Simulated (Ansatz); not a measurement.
# GeH4Se: taking an electron away

An exercise on one series of results from a longer session: the logs are not shown, and one member is left open.

Method: unrestricted cation, the program's frozen cores in correlated methods; program: Ansatz 0.2.0, Gaussian basis.

Plan: UKS PBE-D4/def2-TZVPP; UKS r2SCAN-D4/def2-TZVPP; UKS PBE0-D4/def2-TZVPP; UKS B3LYP-D4/def2-TZVPP; UKS wB97X-V/def2-TZVPP; UKS wB97M-V/def2-TZVPP; UKS B2PLYP/def2-TZVPP; UHF-CCSD(T)/def2-TZVPP; UHF-MP2/def2-QZVPP; extrapolation to the limit; then −ε(HOMO) from the neutral's earlier runs with LDA (SPW92), PBE-D4, revPBE-D4, BLYP-D4, r2SCAN-D4, B97M-V, PBE0-D4, B3LYP-D4, r2SCANh-D4, r2SCAN0-D4, HSE06-D4, BHLYP-D4, CAM-B3LYP-D4, LC-ωPBE, ωB97X-V, ωB97M-V.

**The relaxed structure**

An earlier PBE0-D4 in a triple-zeta def2 set relaxation fixed the geometry.

SMILES `[GeH3][SeH]`, 6 atoms, charge 0, spin multiplicity 1.

Atoms are counted from 1 here; the program's logs count them from 0.

Bond lengths: Ge1–Se2 2.357 Å, Ge1–H3 1.536 Å, Ge1–H4 1.533 Å, Ge1–H5 1.536 Å, Se2–H6 1.469 Å. Angles: Se2–Ge1–H3 110.4°, Se2–Ge1–H4 104.9°, Se2–Ge1–H5 110.4°, H3–Ge1–H4 110.5°, H3–Ge1–H5 110.0°, H4–Ge1–H5 110.5°, Ge1–Se2–H6 93.0°.

The first run:

in.yaml reads:

```yaml
crystal:
  periodic: [false, false, false]
  atoms:
    - {symbol: Ge, position_ang: [-0.230442, -0.302881, -0.474954]}
    - {symbol: Se, position_ang: [-0.201271, 0.977657, 1.503363]}
    - {symbol: H, position_ang: [0.398442, -1.682307, -0.230377]}
    - {symbol: H, position_ang: [-1.714909, -0.444898, -0.831355]}
    - {symbol: H, position_ang: [0.525152, 0.426419, -1.595263]}
    - {symbol: H, position_ang: [1.265229, 0.961910, 1.582386]}
basis:
  gaussian: {orbitals: def2-TZVPP}
total_charge: 1
magnetization: {spin_polarized: true, initial_magnetization: 1}
hamiltonian: {xc: pbe, dispersion: d4}
```

Command:

```sh
$ ansatz run in.yaml --threads 4 --pin off --events-out ev --progress --plain --max-ram 10444MiB
```

Among the steps run: Cation, UKS PBE-D4/def2-TZVPP; Cation, UKS r2SCAN-D4/def2-TZVPP; Cation, UKS PBE0-D4/def2-TZVPP; Cation, UKS B3LYP-D4/def2-TZVPP; Cation, UKS wB97X-V/def2-TZVPP; Cation, UKS wB97M-V/def2-TZVPP; Cation, UKS B2PLYP (frozen core)/def2-TZVPP; Cation, UHF-CCSD(T)/def2-TZVPP; Cation, UHF-MP2/def2-QZVPP.

One table of the session follows, with a row left open; its other results are not shown here.

For comparison, −ε(HOMO) of the neutral from earlier runs:

```
  functional  −ε(HOMO) (eV)
 LDA (SPW92)           5.91
      PBE-D4           5.80
   revPBE-D4           5.76
     BLYP-D4           5.64
   r2SCAN-D4           6.08
      B97M-V           6.18
     PBE0-D4           6.96
    B3LYP-D4           6.72
  r2SCANh-D4           6.50
  r2SCAN0-D4           7.14
    HSE06-D4           6.56
    BHLYP-D4           7.95
CAM-B3LYP-D4              ?
     LC-ωPBE           9.60
     ωB97X-V           9.26
     ωB97M-V           9.11
```

**Question.** Estimate the row for CAM-B3LYP-D4.

The run gave: −ε(HOMO) (eV): 8.23. In the column «−ε(HOMO) (eV)» it lies between BHLYP-D4 (7.95) and ωB97M-V (9.11).
